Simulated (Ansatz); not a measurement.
Run this with the Python package of Ansatz (0.2.0) and show what comes out.

The script, `pbf2_robust.py`:
```python
"""Refuse a result for PbF2 that has doubts or was not closed by its thresholds."""

import warnings

import ansatz as az


def main() -> None:
    lattice = az.Lattice.of(
        [0.0, 2.96366, 2.96366],
        [2.96366, 0.0, 2.96366],
        [2.96366, 2.96366, 0.0],
    )
    sites = [
        ("Pb", [0.0, 0.0, 0.0]),
        ("F", [0.25, 0.25, 0.25]),
        ("F", [0.75, 0.75, 0.75]),
    ]
    xtal = az.Crystal(lattice=lattice)
    for symbol, position in sites:
        xtal = xtal.atom(symbol, position)

    calc = (
        xtal.calculation()
        .occupations("Fixed")
        .scf(max_iterations=150)
        .kpoints(6)
        .accuracy("low")
        .eigensolver("davidson")
        .initial_density(normalization="atom")
        .functional("pbe", dispersion="D3(BJ)")
    )

    with warnings.catch_warnings(record=True) as caught:
        warnings.simplefilter("always")
        res = calc.forces().stress().run(threads=1, backend="cpu")
    for item in caught:
        if issubclass(item.category, (az.RunWarning, az.DeckWarning)):
            print(item.category.__name__, "-", str(item.message)[:120])
    r = res.report
    doubts = r["published_state_doubts"]
    if doubts or r.get("closed_by") != "deck_thresholds":
        print("rejected:", doubts, r.get("closed_by"))
    else:
        print(f"accepted: F = {r['free_energy_ev']:.5f} eV")


if __name__ == "__main__":
    main()
```

`python pbf2_robust.py` gives:
```text
DeckWarning - basis.ecutwfc = 420 eV, auto-derived from the records' recommended cutoffs: set by Pb (normal level)
accepted: F = -13525.15641 eV
```

Notes:
- The settings weren't tested for convergence.
- Of the deposited cell: the entry's cell lengths or inner coordinates differ somewhat from later room-temperature determinations.
- Spin-orbit coupling, which matters for elements this heavy, is left out.
- The starting cell is as deposited in a crystallographic database; the results hold for this polymorph, which needn't be the stable one.
- Finished in 2.2 s on 1 thread of Arm Neoverse V2, on a shared host, peak memory 0.32 GiB.
